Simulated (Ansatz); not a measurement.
**AlH2IO: up Jacob's ladder to CCSD(T)**

An exercise on one series of results from a longer session: the logs are not shown, and one member is left open.

Computed with Ansatz 0.2.0, Gaussian basis. Level: functionals in def2-TZVPP, the program's frozen cores in correlated methods.

Plan: LDA (SPW92), PBE-D4, revPBE-D4, BLYP-D4, r2SCAN-D4, B97M-V, PBE0-D4, B3LYP-D4, r2SCANh-D4, r2SCAN0-D4, HSE06-D4, BHLYP-D4, CAM-B3LYP-D4, LC-ωPBE, ωB97X-V, ωB97M-V, B2PLYP, PBE-QIDH; CCSD(T)/def2-SVP; CCSD(T)/def2-TZVPP; MP2/def2-QZVPP; extrapolation to the limit; RPA on PBE.

### The relaxed structure

An earlier PBE0-D4 in a triple-zeta def2 set relaxation fixed the geometry. I takes the def2 core potential; no spin-orbit term is included.

SMILES `[OH][AlH][I]`, 5 atoms, charge 0, spin multiplicity 1.

Atoms are counted from 1 here; the program's logs count them from 0.

Bond lengths: O1–Al2 1.685 Å, O1–H4 0.956 Å, Al2–I3 2.473 Å, Al2–H5 1.566 Å. Angles: Al2–O1–H4 123.8°, O1–Al2–I3 119.5°, O1–Al2–H5 119.0°, I3–Al2–H5 121.5°.

Set-up of the first run:

The input, in.yaml:

```yaml
crystal:
  periodic: [false, false, false]
  atoms:
    - {symbol: O, position_ang: [-1.247387, -0.307230, -0.359290]}
    - {symbol: Al, position_ang: [0.184433, 0.427000, 0.141887]}
    - {symbol: I, position_ang: [2.260525, -0.911400, 0.260774]}
    - {symbol: H, position_ang: [-1.314554, -1.228292, -0.607082]}
    - {symbol: H, position_ang: [0.166783, 1.946220, 0.522311]}
basis:
  gaussian: {orbitals: def2-TZVPP}
hamiltonian: {xc: lda}
output: {orbitals: {seedname: orbitals}}
```

Started as:

```
> ansatz run in.yaml --threads 2 --pin off --events-out ev --progress --plain --max-ram 4352MiB
```

Among the steps run: LDA; PBE-D4 (GGA); revPBE-D4 (GGA); BLYP-D4 (GGA); r2SCAN-D4 (meta-GGA); B97M-V (meta-GGA); PBE0-D4 (hybrid); B3LYP-D4 (hybrid); r2SCANh-D4 (hybrid); r2SCAN0-D4 (hybrid); HSE06-D4 (hybrid); BHLYP-D4 (hybrid); CAM-B3LYP-D4 (range-separated); LC-ωPBE (range-separated); ωB97X-V (range-separated); ωB97M-V (range-separated); B2PLYP (double hybrid); PBE-QIDH (double hybrid).

One of the session's tables, all rows but one given; the rest of the session is left out.

It belongs to the step «Frontier levels by functional». 

| functional | HOMO (eV) | gap (eV) |
| --- | --- | --- |
| LDA (SPW92) | -6.86 | 4.80 |
| PBE-D4 | -6.70 | 4.89 |
| revPBE-D4 | -6.65 | 4.94 |
| BLYP-D4 | -6.51 | 4.83 |
| r2SCAN-D4 | -7.01 | 5.51 |
| B97M-V | -7.00 | 5.37 |
| PBE0-D4 | ? | ? |
| B3LYP-D4 | -7.59 | 6.33 |
| r2SCANh-D4 | -7.43 | 6.18 |
| r2SCAN0-D4 | -8.05 | 7.17 |
| HSE06-D4 | -7.46 | 6.02 |
| BHLYP-D4 | -8.81 | 8.51 |
| CAM-B3LYP-D4 | -9.09 | 8.95 |
| LC-ωPBE | -10.45 | 11.38 |
| ωB97X-V | -10.10 | 10.93 |
| ωB97M-V | -9.97 | 10.54 |

Q: Estimate the row for PBE0-D4 from the others.

As computed: HOMO (eV): -7.85; gap (eV): 6.78. In the column «HOMO (eV)» it lies between r2SCAN0-D4 (-8.05) and B3LYP-D4 (-7.59).
